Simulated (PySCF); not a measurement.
# ErH10O5 ([Er(H2O)5]3+): the cost of one run

Computed with PySCF 2.14.0 and routines of our own; the level stands in each step. Atoms count from 0.

## 1. The system as given

16 atoms, charge 3, states of the metal's open shell are computed; geometry from: model geometry, bond lengths from ionic radii.

## 2. Ligand-field states: state-averaged CASSCF

The job: settings as JSON, then the geometry in Å.

```
{"job": {"kind": "lf", "basis": {"metal": "x2c-TZVPall", "ligand": "x2c-SVPall"}, "nevpt": false}, "charge": 3, "metal": "Er", "open_shell": "f11"}
Er     0.000000     0.000000     0.000000
O      0.000000     0.000000     2.230000
H      0.775000     0.000000     2.805000
H     -0.775000     0.000000     2.805000
O      0.000000     0.000000    -2.230000
H      0.775000     0.000000    -2.805000
H     -0.775000     0.000000    -2.805000
O      2.230000     0.000000     0.000000
H      2.805000     0.775000     0.000000
H      2.805000    -0.775000     0.000000
O     -1.115000     1.931237     0.000000
H     -2.073670     2.041701     0.000000
H     -0.731330     2.816701     0.000000
O     -1.115000    -1.931237     0.000000
H     -0.731330    -2.816701     0.000000
H     -2.073670    -2.041701     0.000000
```

Level: state-averaged CASSCF of the metal f shell, state-interaction spin-orbit coupling.

Command:

```console
OMP_NUM_THREADS=1 python lf_run.py task.json out
```

One launch serves the whole session: the jobs run in the order shown.

**Question.** How long does this first job take on 1 thread of AMD EPYC 9R45, shared host, and how much memory does it need?

About 26 s, with a peak of 0.67 GiB.
